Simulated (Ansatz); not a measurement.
**GeH5ISSi: up Jacob's ladder to CCSD(T)**

The task here is to estimate one member of a computed series from the others.

Method: functionals in def2-TZVPP, the program's frozen cores in correlated methods; program: Ansatz 0.2.0, Gaussian basis.

Plan: LDA (SPW92), PBE-D4, revPBE-D4, BLYP-D4, r2SCAN-D4, B97M-V, PBE0-D4, B3LYP-D4, r2SCANh-D4, r2SCAN0-D4, HSE06-D4, BHLYP-D4, CAM-B3LYP-D4, LC-ωPBE, ωB97X-V, ωB97M-V, B2PLYP, PBE-QIDH; CCSD(T)/def2-SVP; CCSD(T)/def2-TZVPP; MP2/def2-QZVPP; extrapolation to the limit; RPA on PBE.

2 further runs of the same task are left out: 2 for a known fault of the program. Runs told in other sessions of the task aren't counted.

**The geometry**

All runs share one geometry, relaxed beforehand with PBE0-D4 in a triple-zeta def2 set. I takes the def2 core potential; no spin-orbit term is included.

9 atoms, charge 0, spin multiplicity 1.

Atoms are counted from 1 here; the program's logs count them from 0.

Bond lengths: S1–Si2 2.130 Å, S1–H5 1.348 Å, Si2–Ge3 2.381 Å, Si2–H6 1.485 Å, Si2–H7 1.486 Å, Ge3–I4 2.535 Å, Ge3–H8 1.537 Å, Ge3–H9 1.536 Å. Angles: Si2–S1–H5 93.5°, S1–Si2–Ge3 108.6°, S1–Si2–H6 106.0°, S1–Si2–H7 113.2°, Ge3–Si2–H6 111.2°, Ge3–Si2–H7 108.2°, H6–Si2–H7 109.6°, Si2–Ge3–I4 103.9°, Si2–Ge3–H8 115.6°, Si2–Ge3–H9 114.1°, I4–Ge3–H8 106.0°, I4–Ge3–H9 106.1°, H8–Ge3–H9 110.1°.

Geometry (Å):

```mol
GeH5ISSi
  3D, bonds by distance, orders not assigned

  9  8  0  0  0  0  0  0  0  0999 V2000
   -1.6189    1.5814    0.7687 S   0  0
    0.3897    1.1010    0.2464 Si  0  0
    0.5575   -1.2577   -0.0350 Ge  0  0
   -1.2675   -1.8010   -1.7087 I   0  0
   -2.1422    0.8360   -0.2249 H   0  0
    1.2309    1.5682    1.3774 H   0  0
    0.8391    1.7520   -1.0114 H   0  0
    1.8695   -1.7606   -0.6591 H   0  0
    0.2306   -2.0655    1.2294 H   0  0
  1  2  8  0
  2  3  8  0
  3  4  8  0
  1  5  8  0
  2  6  8  0
  2  7  8  0
  3  8  8  0
  3  9  8  0
M  END
```

Set-up of the first run:

in.yaml reads:

```yaml
crystal:
  periodic: [false, false, false]
  atoms:
    - {symbol: S, position_ang: [-1.618871, 1.581419, 0.768695]}
    - {symbol: Si, position_ang: [0.389674, 1.100954, 0.246357]}
    - {symbol: Ge, position_ang: [0.557524, -1.257705, -0.034971]}
    - {symbol: I, position_ang: [-1.267479, -1.800959, -1.708726]}
    - {symbol: H, position_ang: [-2.142246, 0.835981, -0.224895]}
    - {symbol: H, position_ang: [1.230851, 1.568199, 1.377413]}
    - {symbol: H, position_ang: [0.839096, 1.751989, -1.011422]}
    - {symbol: H, position_ang: [1.869473, -1.760578, -0.659126]}
    - {symbol: H, position_ang: [0.230577, -2.065499, 1.229373]}
basis:
  gaussian: {orbitals: def2-TZVPP}
hamiltonian: {xc: lda}
output: {orbitals: {seedname: orbitals}}
```

Started as:

```bash
$ ansatz run in.yaml --threads 4 --pin off --events-out ev --progress --plain --max-ram 10444MiB
```

Among the steps run: LDA; PBE-D4 (GGA); revPBE-D4 (GGA); BLYP-D4 (GGA); r2SCAN-D4 (meta-GGA); B97M-V (meta-GGA); PBE0-D4 (hybrid); B3LYP-D4 (hybrid); r2SCANh-D4 (hybrid); r2SCAN0-D4 (hybrid); HSE06-D4 (hybrid); BHLYP-D4 (hybrid); CAM-B3LYP-D4 (range-separated); LC-ωPBE (range-separated); ωB97X-V (range-separated); ωB97M-V (range-separated); B2PLYP (double hybrid); PBE-QIDH (double hybrid).

One of the session's tables, all rows but one given; the rest of the session is left out.

It belongs to the step «Orbital energies across the functionals». 

| functional | HOMO (eV) | LUMO (eV) | gap (eV) |
| --- | --- | --- | --- |
| LDA (SPW92) | -6.36 | -2.46 | 3.90 |
| PBE-D4 | -6.25 | -2.21 | 4.04 |
| revPBE-D4 | -6.21 | -2.12 | 4.09 |
| BLYP-D4 | -6.09 | -2.09 | 4.00 |
| r2SCAN-D4 | -6.53 | -2.02 | 4.51 |
| B97M-V | -6.61 | -1.98 | 4.64 |
| PBE0-D4 | ? | ? | ? |
| B3LYP-D4 | -7.14 | -1.62 | 5.52 |
| r2SCANh-D4 | -6.94 | -1.74 | 5.20 |
| r2SCAN0-D4 | -7.55 | -1.32 | 6.23 |
| HSE06-D4 | -6.98 | -1.79 | 5.20 |
| BHLYP-D4 | -8.34 | -0.53 | 7.81 |
| CAM-B3LYP-D4 | -8.60 | -0.43 | 8.17 |
| LC-ωPBE | -9.91 | 0.66 | 10.56 |
| ωB97X-V | -9.59 | 0.56 | 10.15 |
| ωB97M-V | -9.42 | 0.37 | 9.80 |

**Question.** Estimate the row for PBE0-D4.

The run gave: HOMO (eV): -7.37; LUMO (eV): -1.42; gap (eV): 5.95. In the column «HOMO (eV)» it lies between r2SCAN0-D4 (-7.55) and B3LYP-D4 (-7.14).
